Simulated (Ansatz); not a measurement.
# C₅H₄Cl₃F₃O₂Ti: how energies converge with the basis set

Aim: see how fast density functionals converge with the basis set for C₅H₄Cl₃F₃O₂Ti.

Computed with Ansatz 0.2.0, Gaussian basis. Level: one geometry, several basis sets.

Levels to be run: PBE0-D4/def2-SVP; ωB97M-V/def2-SVP; PBE0-D4/def2-QZVPP; ωB97M-V/def2-QZVPP; the functionals' def2-TZVPP values are taken from earlier runs.

**1. Structure used throughout**

The geometry comes from an earlier relaxation with PBE0-D4 in a triple-zeta def2 set; it is a stationary point, not always the lowest conformer.

SMILES `CC1=CC(C(F)(F)F)=[O+][Ti-]([Cl])([Cl])([Cl])[O]1`, 18 atoms, charge 0, spin multiplicity 1.

Atoms are counted from 1 here; the program's logs count them from 0.

Bond lengths: C1–C2 1.487 Å, C1–H15 1.093 Å, C1–H16 1.093 Å, C1–H17 1.088 Å, C2–C3 1.386 Å, C2–O14 1.281 Å, C3–C4 1.390 Å, C3–H18 1.078 Å, C4–C5 1.536 Å, C4–O9 1.249 Å, C5–F6 1.329 Å, C5–F7 1.328 Å, C5–F8 1.334 Å, O9–Ti10 2.056 Å, Ti10–Cl11 2.187 Å, Ti10–Cl12 2.212 Å, Ti10–Cl13 2.187 Å, Ti10–O14 1.925 Å. Angles: C2–C1–H15 109.0°, C2–C1–H16 109.0°, C2–C1–H17 112.1°, H15–C1–H16 106.9°, H15–C1–H17 109.9°, H16–C1–H17 109.8°, C1–C2–C3 121.9°, C1–C2–O14 115.4°, C3–C2–O14 122.7°, C2–C3–C4 119.4°, C2–C3–H18 120.3°, C4–C3–H18 120.3°, C3–C4–C5 120.1°, C3–C4–O9 125.9°, C5–C4–O9 114.1°, C4–C5–F6 109.9°, C4–C5–F7 110.1°, C4–C5–F8 111.8° and more.

**2. PBE0-D4 in def2-SVP**

File in.yaml:

```yaml
crystal:
  periodic: [false, false, false]
  atoms:
    - {symbol: C, position_ang: [-1.076701, -1.451302, 2.078502]}
    - {symbol: C, position_ang: [-0.392117, -0.722648, 0.978228]}
    - {symbol: C, position_ang: [-1.059405, 0.191803, 0.177720]}
    - {symbol: C, position_ang: [-0.365107, 0.848294, -0.831525]}
    - {symbol: C, position_ang: [-1.085703, 1.873128, -1.719671]}
    - {symbol: F, position_ang: [-0.531303, 3.071658, -1.567957]}
    - {symbol: F, position_ang: [-0.987755, 1.519238, -2.995921]}
    - {symbol: F, position_ang: [-2.379918, 1.971925, -1.412814]}
    - {symbol: O, position_ang: [0.843380, 0.694112, -1.108393]}
    - {symbol: Ti, position_ang: [2.317268, -0.499305, -0.315559]}
    - {symbol: Cl, position_ang: [2.537402, -1.363261, -2.313041]}
    - {symbol: Cl, position_ang: [3.617730, -1.909188, 0.786968]}
    - {symbol: Cl, position_ang: [3.456841, 1.332272, 0.045454]}
    - {symbol: O, position_ang: [0.849792, -0.998429, 0.826360]}
    - {symbol: H, position_ang: [-0.980273, -2.526414, 1.908021]}
    - {symbol: H, position_ang: [-0.567475, -1.232718, 3.020519]}
    - {symbol: H, position_ang: [-2.127998, -1.182069, 2.156408]}
    - {symbol: H, position_ang: [-2.106057, 0.394205, 0.338401]}
basis:
  gaussian: {orbitals: def2-SVP}
hamiltonian: {xc: pbe0, dispersion: d4}
output: {orbitals: {seedname: orbitals}}
```

On the command line:

```sh
ansatz run in.yaml --threads 10 --pin off --events-out ev --progress --plain --max-ram 110592MiB --backend cpu
```

The runs that follow: ωB97M-V in def2-SVP; PBE0-D4 in def2-QZVPP; ωB97M-V in def2-QZVPP.

Before running them: what should the planned runs give, taken together? Wanted: PBE0-D4: double and triple zeta above quadruple; ωB97M-V: double and triple zeta above quadruple.

The runs gave:

| quantity | value |
| --- | --- |
| PBE0-D4: double and triple zeta above quadruple | 38.74, 2.41 eV |
| ωB97M-V: double and triple zeta above quadruple | 38.90, 2.27 eV |

What this shows: For PBE0-D4 the step from double to triple zeta gains 36.33 eV and the next only 2.41 eV. These are total energies; as a rule much of such shifts cancels in differences, which this series doesn't test.
